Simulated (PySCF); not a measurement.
**CaI (SMILES [Ca][I]) at NEVPT2(3,3)/STO-3G**

What is the energy change on altering one bond length of CaI at NEVPT2(3,3)/STO-3G? The job is set up through a Python script.

Program for the calculation: PySCF 2.14.0.

6 further runs of the same task are left out: 6 set aside as unsound or not needed.

## Step 1: The molecule

CaI: 2 atoms, total charge 0, spin state doublet. As SMILES, `[Ca][I]`. The shape is that of a PBE0-D4/def2-TZVP optimisation.

Bond lengths: Ca1–I2 2.825 Å.

## Step 2: The energy at NEVPT2(3,3)/STO-3G

The input, calc.py:

```python
import numpy
from pyscf import gto, scf, mp, mcscf, mrpt

mol = gto.M(
    atom='Ca -0.000000 -0.000000 0.051180; I 0.000000 0.000000 2.876020',
    verbose=3,
    max_memory=1860,
    spin=1,
    basis='sto-3g',
)

mf = scf.ROHF(mol)
mf.conv_tol = 1e-10
mf.kernel()
if not mf.converged:
    mf = mf.newton().run(mf.mo_coeff, mf.mo_occ)

pt = mp.MP2(scf.addons.convert_to_uhf(mf)).run()
noons, natorbs = mcscf.addons.make_natural_orbitals(pt)
print('natural occupations', numpy.round(noons[:40], 4))
cas = mcscf.CASSCF(mf, 3, 3)
cas.fix_spin_(ss=0.75)
cas.natorb = True
cas.kernel(natorbs)
e_pt2 = mrpt.NEVPT(cas).kernel()
e_final = cas.e_tot + e_pt2
print('Final energy', e_final)
```

Command:

```console
$ OMP_NUM_THREADS=1 python calc.py
```

The program printed:

```text
converged SCF energy = -7520.73483524324
E(UMP2) = -7520.74648885311  E_corr = -0.0116536098668017
E(SCS-UMP2) = -7520.74652224229  E_corr = -0.0116869990456648
natural occupations [2.     2.     2.     2.     2.     2.     2.     2.     2.     2.
 2.     2.     2.     2.     2.     2.     2.     2.     2.     2.
 2.     2.     2.     2.     2.     2.     2.     2.     1.9999 1.9997
 1.9994 1.9992 1.9992 1.9969 1.9969 1.9925 1.0002 0.0062 0.005  0.005 ]
CASSCF energy = -7520.73819685705
CASCI E = -7520.73819685705  E(CI) = -1.49462315661458  S^2 = 0.7500000
Sr    (-1)',   E = -0.00000000000000
Si    (+1)',   E = -0.00013524381698
Sijrs (0)  ,   E = -0.00270366722069
Sijr  (+1) ,   E = -0.00158959459269
Srsi  (-1) ,   E = -0.00000415366764
Srs   (-2) ,   E = -0.00101857341172
Sij   (+2) ,   E = -0.00051231591166
Sir   (0)' ,   E = -0.00407175805690
Nevpt2 Energy = -0.010035306678278
Final energy -7520.748232163727
```

It took 1 s on 1 thread of Intel Xeon 6975P-C (Granite Rapids), shared host; peak memory 0.13 GiB.

## Step 3: The distorted shape, same level

The input, input.py:

```python
import numpy
from pyscf import gto, scf, mp, mcscf, mrpt

molecule = gto.M(
    atom=[
    ('Ca', (-0.000000, -0.000000, -5.033580)),
    ('I', (0.000000, 0.000000, 2.876020)),
],
    max_memory=1860,
    verbose=4,
    spin=1,
    basis='sto-3g',
)

hf = scf.ROHF(molecule)
hf.conv_tol = 1e-10
hf.kernel()
if not hf.converged:
    hf = hf.newton().run(hf.mo_coeff, hf.mo_occ)

pt = mp.MP2(scf.addons.convert_to_uhf(hf)).run()
noons, natorbs = mcscf.addons.make_natural_orbitals(pt)
print('natural occupations', numpy.round(noons[:40], 4))
cas = mcscf.CASSCF(hf, 3, 3)
cas.fix_spin_(ss=0.75)
cas.natorb = True
cas.kernel(natorbs)
e_pt2 = mrpt.NEVPT(cas).kernel()
energy = cas.e_tot + e_pt2
print('E(%s) = %.9f' % ('NEVPT2', energy))
```

Command:

```console
$ OMP_NUM_THREADS=1 python input.py
```

The program printed:

```text
PySCF version 2.14.0

[INPUT] num. atoms = 2
[INPUT] num. electrons = 73
[INPUT] charge = 0
[INPUT] spin (= nelec alpha-beta = 2S) = 1
[INPUT] symmetry False subgroup None
[INPUT] Mole.unit = angstrom
[INPUT] Symbol           X                Y                Z      unit          X                Y                Z       unit  Magmom
[INPUT]  1 Ca     0.000000000000   0.000000000000  -5.033580000000 AA    0.000000000000   0.000000000000  -9.512087626088 Bohr   0.0
[INPUT]  2 I      0.000000000000   0.000000000000   2.876020000000 AA    0.000000000000   0.000000000000   5.434890128772 Bohr   0.0

nuclear repulsion = 70.9173464619197
number of shells = 18
number of NR pGTOs = 120
number of NR cGTOs = 40
basis = sto-3g
ecp = {}

******** <class 'pyscf.scf.rohf.ROHF'> ********
method = ROHF
initial guess = minao
damping factor = 0
level_shift factor = 0
DIIS = <class 'pyscf.scf.diis.CDIIS'>
diis_start_cycle = 1
diis_space = 8
diis_damp = 0
SCF conv_tol = 1e-10
SCF conv_tol_grad = None
SCF max_cycles = 50
direct_scf = True
direct_scf_tol = 1e-13
num. doubly occ = 36  num. singly occ = 1
Set gradient conv threshold to 1e-05
init E= -7497.81281030411
  HOMO = -0.236826252172721  LUMO = 0.102211707319762  gap/eV = 9.22569
cycle= 1 E= -7520.51251151642  delta_E= -22.7  |g|= 0.031  |ddm|= 1.39
  HOMO = 0.00492660910214695  LUMO = 0.0411161640852005  gap/eV = 0.98477
cycle= 2 E= -7520.66351852771  delta_E= -0.151  |g|= 0.0602  |ddm|= 1.79
  HOMO = -0.0446766839466134  LUMO = 0.0978185827916201  gap/eV = 3.87749
cycle= 3 E= -7520.66435657738  delta_E= -0.000838  |g|= 0.0417  |ddm|= 0.0281
  HOMO = -0.115857615884551  LUMO = 0.178382298181142  gap/eV = 8.00668
cycle= 4 E= -7520.66506602424  delta_E= -0.000709  |g|= 0.0112  |ddm|= 0.0462
  HOMO = -0.144299790850611  LUMO = 0.219293230078808  gap/eV = 9.89387
cycle= 5 E= -7520.51164412514  delta_E= 0.153  |g|= 0.0694  |ddm|= 1.79
  HOMO = -0.13442993904857  LUMO = 0.199290748230944  gap/eV = 9.08100
cycle= 6 E= -7520.66511284904  delta_E= -0.153  |g|= 0.00328  |ddm|= 1.79
  HOMO = -0.144753897824766  LUMO = 0.211019741300999  gap/eV = 9.68109
cycle= 7 E= -7520.66511689538  delta_E= -4.05e-06  |g|= 0.0014  |ddm|= 0.00716
  HOMO = -0.142050161159424  LUMO = 0.207946504511113  gap/eV = 9.52389
cycle= 8 E= -7520.66511773107  delta_E= -8.36e-07  |g|= 0.000168  |ddm|= 0.00177
  HOMO = -0.141538738955798  LUMO = 0.207365849731278  gap/eV = 9.49418
cycle= 9 E= -7520.66511774207  delta_E= -1.1e-08  |g|= 6.33e-05  |ddm|= 0.000352
  HOMO = -0.141669304181956  LUMO = 0.207514312038034  gap/eV = 9.50177
cycle= 10 E= -7520.6651177438  delta_E= -1.74e-09  |g|= 3.87e-06  |ddm|= 8.67e-05
  HOMO = -0.141674292352715  LUMO = 0.207519983003238  gap/eV = 9.50206
cycle= 11 E= -7520.66511774381  delta_E= -1e-11  |g|= 1.7e-06  |ddm|= 8.41e-06
  HOMO = -0.141677846083805  LUMO = 0.207524057394002  gap/eV = 9.50227
Extra cycle  E= -7520.66511774288  delta_E= 9.32e-10  |g|= 1.2e-05  |ddm|= 0.000146
converged SCF energy = -7520.66511774288

******** <class 'pyscf.mp.ump2.UMP2'> ********
nocc = (np.int64(37), np.int64(36)), nmo = (40, 40)
E(UMP2) = -7520.68509636264  E_corr = -0.0199786197556181
E(SCS-UMP2) = -7520.68809311761  E_corr = -0.0229753747241872
E_corr(same-spin) = -0.00115265651833215
E_corr(oppo-spin) = -0.018825963237286
natural occupations [2.     2.     2.     2.     2.     2.     2.     2.     2.     2.
 2.     2.     2.     2.     2.     2.     2.     2.     2.     2.
 2.     2.     2.     2.     2.     2.     2.     2.     2.     2.
 2.     2.     1.999  1.999  1.999  1.9559 1.     0.0157 0.0157 0.0157]

******** <class 'pyscf.mcscf.mc1step.CASSCF'> ********
CAS (2e+1e, 3o), ncore = 35, nvir = 2
max_cycle_macro = 50
max_cycle_micro = 4
conv_tol = 1e-07
conv_tol_grad = None
orbital rotation max_stepsize = 0.02
orbital rotation threshold for CI restart = 0.01
augmented hessian ah_max_cycle = 30
augmented hessian ah_conv_tol = 1e-12
augmented hessian ah_linear dependence = 1e-14
augmented hessian ah_level shift = 1e-08
augmented hessian ah_start_tol = 2.5
augmented hessian ah_start_cycle = 3
augmented hessian ah_grad_trust_region = 3
kf_trust_region = 3
kf_interval = 4
ci_response_space = 4
ci_grad_trust_region = 3
with_dep4 0
natorb = True
canonicalization = True
sorting_mo_energy = False
ao2mo_level = 2
internal_rotation = False
******** <class 'pyscf.fci.addons.SpinPenaltyFCISolver'> ********
max. cycles = 50
conv_tol = 1e-08
davidson only = True
linear dependence = 1e-12
level shift = 0.001
max iter space = 12
nroots = 1
pspace_size = 400
spin = None
CASCI E = -7520.67608473741  S^2 = 0.7500000
Set conv_tol_grad to 0.000316228
macro iter   1 (  5 JK    2 micro), CASSCF E = -7520.67609312303  dE = -8.38561664e-06  S^2 = 0.7500000
               |grad[o]|=0.00401  |grad[c]|=1.05e-05  |ddm|=0.000127  |maxRot[o]|=0.00238
macro iter   2 (  1 JK    1 micro), CASSCF E = -7520.67609312303  dE =  0.00000000e+00  S^2 = 0.7500000
               |grad[o]|=2.7e-05  |grad[c]|=9.17e-07  |ddm|=    0  |maxRot[o]|=    0
1-step CASSCF converged in   2 macro (  6 JK   3 micro) steps
CASSCF canonicalization
Natural occ [1.9374325 1.        0.0625675]
Natural orbital (expansion on meta-Lowdin AOs) in CAS space
               #1        #2        #3
0 Ca 1s         -0.00059  -0.00000  -0.00000
0 Ca 2s          0.00393  -0.00000  -0.00000
0 Ca 3s         -0.00526  -0.00000   0.00000
0 Ca 4s          0.99998   0.00000  -0.00000
0 Ca 2px         0.00000  -0.00000  -0.00241
0 Ca 2py         0.00000  -0.00000  -0.00014
0 Ca 2pz        -0.00000   0.00000   0.00000
0 Ca 3px        -0.00000   0.00000   0.02372
0 Ca 3py        -0.00000   0.00000   0.00140
0 Ca 3pz         0.00003   0.00000  -0.00000
0 Ca 4px        -0.00000  -0.00000  -0.99798
0 Ca 4py        -0.00000  -0.00000  -0.05891
0 Ca 4pz        -0.00049   0.00000   0.00000
1 I 1s          -0.00000  -0.00000   0.00000
1 I 2s           0.00000   0.00000  -0.00000
1 I 3s          -0.00000  -0.00000   0.00000
1 I 4s           0.00000  -0.00000  -0.00000
1 I 5s          -0.00001  -0.00000   0.00000
1 I 2px         -0.00000   0.00171  -0.00000
1 I 2py          0.00000   0.00010  -0.00000
1 I 2pz         -0.00000   0.00000   0.00000
1 I 3px         -0.00000  -0.00332   0.00000
1 I 3py          0.00000  -0.00020   0.00000
1 I 3pz          0.00000   0.00000   0.00000
1 I 4px          0.00000   0.01775  -0.00000
1 I 4py          0.00000   0.00105  -0.00000
1 I 4pz         -0.00000   0.00000  -0.00000
1 I 5px          0.00000  -0.99810   0.00000
1 I 5py          0.00000  -0.05892   0.00000
1 I 5pz          0.00004  -0.00000  -0.00000
1 I 3dxy         0.00000   0.00000  -0.00000
1 I 3dyz         0.00000   0.00000  -0.00000
1 I 3dz^2        0.00000  -0.00000   0.00000
1 I 3dxz        -0.00000   0.00000   0.00000
1 I 3dx2-y2      0.00000   0.00000  -0.00000
1 I 4dxy        -0.00000  -0.00000   0.00000
1 I 4dyz         0.00000  -0.00000  -0.00000
1 I 4dz^2       -0.00000  -0.00000  -0.00000
1 I 4dxz        -0.00000  -0.00000  -0.00000
1 I 4dx2-y2     -0.00000  -0.00000   0.00000
<CAS-nat-orb|mo-hf>  36     36       0.99996462
<CAS-nat-orb|mo-hf>  37     37      -1.00000000
<CAS-nat-orb|mo-hf>  38     38      -0.99999859
CASSCF energy = -7520.67609312303
CASCI E = -7520.67609312303  E(CI) = -1.05871988437684  S^2 = 0.7500000

******** <class 'pyscf.mrpt.nevpt2.NEVPT'> ********
NEVPT2 (2e+1e, 3o), ncore = 35, nvir = 2
root = 0
Natural occ [1.9374325 1.        0.0625675]
Natural orbital (expansion on meta-Lowdin AOs) in CAS space
               #1        #2        #3
0 Ca 1s         -0.00059  -0.00000  -0.00000
0 Ca 2s          0.00393  -0.00000  -0.00000
0 Ca 3s         -0.00526  -0.00000   0.00000
0 Ca 4s          0.99998   0.00000  -0.00000
0 Ca 2px         0.00000  -0.00000  -0.00241
0 Ca 2py         0.00000  -0.00000  -0.00014
0 Ca 2pz        -0.00000   0.00000   0.00000
0 Ca 3px        -0.00000   0.00000   0.02372
0 Ca 3py        -0.00000   0.00000   0.00140
0 Ca 3pz         0.00003   0.00000  -0.00000
0 Ca 4px        -0.00000  -0.00000  -0.99798
0 Ca 4py        -0.00000  -0.00000  -0.05891
0 Ca 4pz        -0.00049   0.00000   0.00000
1 I 1s          -0.00000  -0.00000   0.00000
1 I 2s           0.00000   0.00000  -0.00000
1 I 3s          -0.00000  -0.00000   0.00000
1 I 4s           0.00000  -0.00000  -0.00000
1 I 5s          -0.00001  -0.00000   0.00000
1 I 2px         -0.00000   0.00171  -0.00000
1 I 2py          0.00000   0.00010  -0.00000
1 I 2pz         -0.00000   0.00000   0.00000
1 I 3px         -0.00000  -0.00332   0.00000
1 I 3py          0.00000  -0.00020   0.00000
1 I 3pz          0.00000   0.00000   0.00000
1 I 4px          0.00000   0.01775  -0.00000
1 I 4py          0.00000   0.00105  -0.00000
1 I 4pz         -0.00000   0.00000  -0.00000
1 I 5px          0.00000  -0.99810   0.00000
1 I 5py          0.00000  -0.05892   0.00000
1 I 5pz          0.00004  -0.00000  -0.00000
1 I 3dxy         0.00000   0.00000  -0.00000
1 I 3dyz         0.00000   0.00000  -0.00000
1 I 3dz^2        0.00000  -0.00000   0.00000
1 I 3dxz        -0.00000   0.00000   0.00000
1 I 3dx2-y2      0.00000   0.00000  -0.00000
1 I 4dxy        -0.00000  -0.00000   0.00000
1 I 4dyz         0.00000  -0.00000  -0.00000
1 I 4dz^2       -0.00000  -0.00000  -0.00000
1 I 4dxz        -0.00000  -0.00000  -0.00000
1 I 4dx2-y2     -0.00000  -0.00000   0.00000
<CAS-nat-orb|mo-hf>  36     36       0.99996462
<CAS-nat-orb|mo-hf>  37     37      -1.00000000
<CAS-nat-orb|mo-hf>  38     38      -0.99999859
Sr    (-1)',   E = -0.00000000000000
Si    (+1)',   E = -0.00000090913011
Sijrs (0)  ,   E = -0.00192688970097
Sijr  (+1) ,   E = -0.00180138912439
Srsi  (-1) ,   E = -0.00000243479436
Srs   (-2) ,   E = -0.00660541133702
Sij   (+2) ,   E = -0.00038079088603
Sir   (0)' ,   E = -0.00000076620744
Nevpt2 Energy = -0.010718591180319
E(NEVPT2) = -7520.686811714
```

Wall time 0.72 s (1 thread of Intel Xeon 6975P-C (Granite Rapids), shared host); peak memory 0.13 GiB.

## Step 4: Outcome

At NEVPT2(3,3)/STO-3G:

| quantity | value |
| --- | --- |
| first shape: total energy | -7520.74823 Eh |
| first shape: dipole moment (Hartree–Fock density) | 4.73 D |
| distorted shape: total energy | -7520.68681 Eh |
| distorted shape: dipole moment (Hartree–Fock density) | 0.01 D |
| energy change with the Ca1–I2 bond stretched from 2.825 to 7.910 Å | 1.671 eV |

**Reading.** With the Ca1–I2 bond stretched from 2.825 to 7.910 Å the energy rises by 1.67 eV (39 kcal/mol). The first shape isn't relaxed at this level, so the change isn't measured from a minimum. The minimal basis adds a large error of its own. Relativity is left out (first shape) although the molecule holds a heavy atom. Relativity is left out (distorted shape) although the molecule holds a heavy atom.
